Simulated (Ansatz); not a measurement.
# NF3 (SMILES FN(F)F): HF/STO-3G

What is the electronic atomisation energy of NF3 at HF/STO-3G? 

The results are computed with Ansatz 0.2.0.

22 further runs of the same task are left out: 22 set aside as unsound or not needed.

### Step 1. The system as given

The species is NF3 (4 atoms), meant as a singlet with charge 0. As SMILES, `FN(F)F`. The shape is that of a PBE0-D4/def2-TZVP optimisation.

Bond lengths: F1–N2 1.360 Å, N2–F3 1.360 Å, N2–F4 1.360 Å. Angles: F1–N2–F3 102.1°, F1–N2–F4 102.1°, F3–N2–F4 102.1°.

### Step 2. The energy at HF/STO-3G

run.yaml reads:

```yaml
crystal:
  periodic: [false, false, false]
  atoms:
    - {symbol: F, position_ang: [0.614010, 0.000340, 1.066930]}
    - {symbol: N, position_ang: [0.353420, -0.074150, -0.266250]}
    - {symbol: F, position_ang: [-0.636280, -1.006490, -0.312240]}
    - {symbol: F, position_ang: [-0.331150, 1.080310, -0.488440]}
basis:
  gaussian:
    orbitals: STO-3G
hamiltonian:
  xc: hf
accuracy: high
output: {orbitals: {seedname: orbitals}}
```

The run is started by

```console
$ ansatz run run.yaml --threads 1 --pin off --max-ram 3480MiB --events-out events.jsonl --progress --plain --runs-dir runs
```

The program printed:

```text
Warning: RAYON_NUM_THREADS=1 ignored (pool sized by the plan → 1); use --threads N
Functional definition: HF
  name "HF"
  exchange = exact_x
  correlation = 0
369 factors; integrals over basis functions are off by at most 4.7e-8 eV
mean field evaluation 1: about -9457.0822 eV, gradient 3.9e1 eV
mean field evaluation 2: about -9457.3287 eV, gradient 3.9e1 eV
mean field evaluation 4: about -9462.7713 eV, gradient 2.6e0 eV
mean field evaluation 8: about -9462.8167 eV, gradient 3.9e-4 eV
mean field -9462.81672767 eV, -347.7521006142 hartree, gradient 3.2e-8 eV, S^2 0.000000; 0 other end points of the search recorded, 0 dependent functions left out
reference -9462.81672767 eV, -347.7521006142 hartree; 17, 17 occupied and 3, 3 virtual orbitals, 369 factors
Total energy: -9462.81672767 eV, -347.7521006142 hartree
```

It took 0.08 s on 1 thread of Intel Xeon 6975P-C (Granite Rapids), shared host.

### Step 3. The F atom

in.yaml reads:

```yaml
crystal:
  periodic: [false, false, false]
  atoms:
    - {symbol: F, position_ang: [0.000000, 0.000000, 0.000000]}
basis:
  gaussian: {orbitals: STO-3G}
hamiltonian: {xc: hf}
accuracy: high
magnetization: {spin_polarized: true, initial_magnetization: 1}
```

Run the same way, it converges to -97.98651 Eh (log not shown).

### Step 4. The N atom at the same level

in.yaml reads:

```yaml
crystal:
  periodic: [false, false, false]
  atoms:
    - {symbol: "N", position_ang: [0.000000, 0.000000, 0.000000]}
basis:
  gaussian:
    orbitals: STO-3G
magnetization:
  spin_polarized: true
  initial_magnetization: 3
hamiltonian:
  xc: hf
accuracy: high
```

The run is started by

```console
$ ansatz run in.yaml --threads 1 --pin off --max-ram 3480MiB --events-out events.jsonl --progress --plain --runs-dir runs
```

The program printed:

```text
Warning: RAYON_NUM_THREADS=1 ignored (pool sized by the plan → 1); use --threads N
Functional definition: HF
  name "HF"
  exchange = exact_x
  correlation = 0
15 factors; integrals over basis functions are off by at most 1.1e-9 eV
mean field evaluation 1: about -1461.7687 eV, gradient 1.8e-14 eV
mean field evaluation 2: about -1461.7687 eV, gradient 0.0e0 eV
mean field -1461.76873496 eV, -53.7190101874 hartree, gradient 0.0e0 eV, S^2 3.750000; 0 other end points of the search recorded, 0 dependent functions left out
reference -1461.76873496 eV, -53.7190101874 hartree; 5, 2 occupied and 0, 3 virtual orbitals, 15 factors
Total energy: -1461.76873496 eV, -53.7190101874 hartree
```

It took 0.04 s on 1 thread of Intel Xeon 6975P-C (Granite Rapids), shared host.

### Step 5. What came out

At HF/STO-3G:

```
                     quantity          value
       molecule: total energy  -347.75210 Eh
        molecule: HOMO energy      -10.60 eV
        molecule: LUMO energy       12.82 eV
      molecule: HOMO–LUMO gap       23.43 eV
         F atom: total energy   -97.98651 Eh
                 F atom: ⟨S²⟩          0.750
         N atom: total energy   -53.71901 Eh
                 N atom: ⟨S²⟩          3.750
electronic atomisation energy       2.002 eV
```

**Reading.** Taking the molecule apart into free atoms costs 2.00 eV (193 kJ/mol), before zero-point energy and without spin-orbit coupling. Hartree–Fock lacks the correlation of the bonding pairs, which as a rule makes this value much too low; in minimal bases other errors can mask that. In a minimal basis such a difference can be off by several eV, whatever the method.
